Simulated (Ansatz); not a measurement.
**SeO₂: up Jacob's ladder to CCSD(T)**

The task here is to estimate one member of a computed series from the others.

Method: functionals in def2-TZVPP, the program's frozen cores in correlated methods; program: Ansatz 0.2.0, Gaussian basis.

The runs, in order: LDA (SPW92), PBE-D4, revPBE-D4, BLYP-D4, r2SCAN-D4, B97M-V, PBE0-D4, B3LYP-D4, r2SCANh-D4, r2SCAN0-D4, HSE06-D4, BHLYP-D4, CAM-B3LYP-D4, LC-ωPBE, ωB97X-V, ωB97M-V, B2PLYP, PBE-QIDH; CCSD(T)/def2-SVP; CCSD(T)/def2-TZVPP; CCSD(T)/def2-QZVPP; extrapolation to the limit; RPA on PBE.

### The geometry

The geometry comes from an earlier relaxation with PBE0-D4 in a triple-zeta def2 set; it is a stationary point.

3 atoms, charge 0, spin multiplicity 1.

Atoms are counted from 1 here; the program's logs count them from 0.

Bond lengths: O1–Se2 1.599 Å, Se2–O3 1.599 Å. Angles: O1–Se2–O3 113.8°.

Coordinates:

```mol
O2Se
  3D, bonds by distance, orders not assigned

  3  2  0  0  0  0  0  0  0  0999 V2000
    0.4500   -1.2914    0.0948 O   0  0
   -0.5159   -0.0677   -0.2613 Se  0  0
    0.0659    1.3591    0.1664 O   0  0
  1  2  8  0
  2  3  8  0
M  END
```

Set-up of the first run:

in.yaml

```yaml
crystal:
  periodic: [false, false, false]
  atoms:
    - {symbol: O, position_ang: [0.449996, -1.291390, 0.094832]}
    - {symbol: Se, position_ang: [-0.515864, -0.067702, -0.261267]}
    - {symbol: O, position_ang: [0.065868, 1.359102, 0.166435]}
basis:
  gaussian: {orbitals: def2-TZVPP}
hamiltonian: {xc: lda}
output: {orbitals: {seedname: orbitals}}
```

Command:

```sh
ansatz run in.yaml --threads 4 --pin off --events-out ev --progress --plain --max-ram 10444MiB
```

Among the steps run: LDA; PBE-D4 (GGA); revPBE-D4 (GGA); BLYP-D4 (GGA); r2SCAN-D4 (meta-GGA); B97M-V (meta-GGA); PBE0-D4 (hybrid); B3LYP-D4 (hybrid); r2SCANh-D4 (hybrid); r2SCAN0-D4 (hybrid); HSE06-D4 (hybrid); BHLYP-D4 (hybrid); CAM-B3LYP-D4 (range-separated); LC-ωPBE (range-separated); ωB97X-V (range-separated); ωB97M-V (range-separated); B2PLYP (double hybrid); PBE-QIDH (double hybrid).

One of the session's tables, all rows but one given; the rest of the session is left out.

It belongs to the step «Frontier levels by functional». 

```
  functional  HOMO (eV)  LUMO (eV)  gap (eV)
 LDA (SPW92)      -7.80      -5.07      2.73
      PBE-D4          ?          ?         ?
   revPBE-D4      -7.49      -4.72      2.76
     BLYP-D4      -7.46      -4.71      2.76
   r2SCAN-D4      -7.93      -4.87      3.06
      B97M-V      -8.00      -4.74      3.26
     PBE0-D4      -9.15      -4.07      5.09
    B3LYP-D4      -8.90      -4.29      4.62
  r2SCANh-D4      -8.52      -4.57      3.95
  r2SCAN0-D4      -9.41      -4.11      5.30
    HSE06-D4      -8.74      -4.45      4.30
    BHLYP-D4     -10.66      -3.21      7.45
CAM-B3LYP-D4     -10.59      -2.97      7.63
     LC-ωPBE     -11.88      -1.80     10.08
     ωB97X-V     -11.55      -1.84      9.71
     ωB97M-V     -11.47      -1.84      9.63
```

Q: Estimate the row for PBE-D4 from the others.

**Answer.** HOMO (eV): -7.57; LUMO (eV): -4.81; gap (eV): 2.76. In the column «HOMO (eV)» it lies between LDA (SPW92) (-7.80) and revPBE-D4 (-7.49).
